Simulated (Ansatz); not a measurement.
# LiHg2: the cost of one run

Program: Ansatz 0.2.0. Level of theory: DFT PBE, scalar-relativistic, plane waves, PAW. These are calculated values, not measurements.

## (1) The starting structure

Symmetry: P-3m1, No. 164, trigonal system. Conventional cell: a = 5.221 Å, b = 5.221 Å, c = 3.197 Å, α = 90.00°, β = 90.00°, γ = 120.00°. Around Li (site symmetry -3m) lie 6 Hg at 3.20 Å and 2 Li at 3.20 Å. Hg (site symmetry 3m) is surrounded by 3 Li at 3.20 Å and 5 Hg at 3.20 Å.

Structure file:

```
Li Hg
1.0
     5.22085    0.00000    0.00000
    -2.61043    4.52139    0.00000
     0.00000    0.00000    3.19711
Li Hg
1 2
Direct
  0.00000 0.00000 0.00000
  0.66667 0.33333 0.66667
  0.33333 0.66667 0.33333
```

Recipe of the guess: ordered superstructure of bcc (P-3m1, No. 164). Its size is a rough estimate.

## (2) A first look at the guess

input.yaml

```yaml
crystal:
  lattice:
    - [5.22085303, 0.0, 0.0]
    - [-2.61042651, 4.52139135, 0.0]
    - [0.0, 0.0, 3.19710649]
  atoms:
    - { symbol: Li, position: [0.0, 0.0, 0.0] }
    - { symbol: Hg, position: [0.66666667, 0.33333333, 0.66666667] }
    - { symbol: Hg, position: [0.33333333, 0.66666667, 0.33333333] }
basis:
  ecutwfc: 420
kpoints:
  mp_grid: { grid: [6, 6, 6] }
hamiltonian:
  xc: pbe
scf:
  occupations: { method: gaussian, width: 0.1 }
  lower_state_search: "off"
output:
  forces: true
  stress: true
  eigenvalues: true
```

Run with:

```bash
$ ansatz run input.yaml --threads 1 --pin off --max-ram 2048MiB --backend cpu --events-out ev --progress --plain --runs-dir out
```

**Question.** How long does this run take on 1 thread of Arm Neoverse V2, shared host, and how much memory does it need?

About 2.5 s, with a peak of 0.34 GiB.
